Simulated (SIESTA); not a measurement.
Crystal: GdO.

```
Gd O
1.0
     0.00000    2.70000    2.70000
     2.70000    0.00000    2.70000
     2.70000    2.70000    0.00000
Gd O
1 1
Direct
  0.00000 0.00000 0.00000
  0.75000 0.75000 0.75000
```

| Quantity | Value |
| --- | --- |
| Program | SIESTA 5.4.2 |
| Task | single point |
| Functional | PBE |
| Potentials or basis | PseudoDojo 0.4 standard with PseudoDojo 3+ lanthanides (4f in the core) (PBE files) |
| Basis | DZP (energy shift 0.003 Ry; two zetas on semicore shells) |
| Grid cutoff | 800 Ry |
| Energy shift | 0.003 Ry |
| k mesh | 9 × 9 × 9 |
| Occupations | fermi-dirac, width 0.05 eV |
| Spin | collinear spin, ferromagnetic start |
| Starting moments | [7.0, 0.0] μB |

On this cell: pressure -1.7 GPa; largest force zero by symmetry; net moment 0.92 μB per cell; site moments Gd +0.91; O +0.01 μB; band gap on the k mesh none (metal or under the smearing width).

The same run follows on a disturbed copy (atoms moved at random, drawn with an rms of 0.05 Å):

```
CELL_PARAMETERS angstrom
0.00000 2.70000 2.70000
2.70000 0.00000 2.70000
2.70000 2.70000 0.00000
ATOMIC_POSITIONS crystal
Gd 0.97275 0.01466 0.01049
O 0.75159 0.74571 0.76741
```

Q: What changes?

A: The energy (extrapolated to zero smearing) moves by +6.2 meV/atom; pressure -1.2 GPa; largest force 0.274 eV/Å; net moment 0.90 μB per cell; site moments Gd +0.89; O +0.01 μB; band gap on the k mesh none (metal or under the smearing width).

Forces in eV/Å, atoms in the order of the input:
```
Gd  -0.048  0.269  0.010
O    0.049 -0.269 -0.009
```

Stress tensor (GPa, compression positive):
```
-1.25 -0.11  0.89
-0.11 -1.11 -0.07
 0.89 -0.07 -1.25
```

Caveats: spin-orbit coupling is left out, which moves the levels of the heavy elements; the 4f electrons are frozen in the core as for a trivalent ion, so they carry no moment and show no levels; the basis of atomic orbitals isn't converged, which shifts pressures, moduli and gaps; a cell with one magnetic atom can't hold antiferromagnetic order, which such compounds often take.
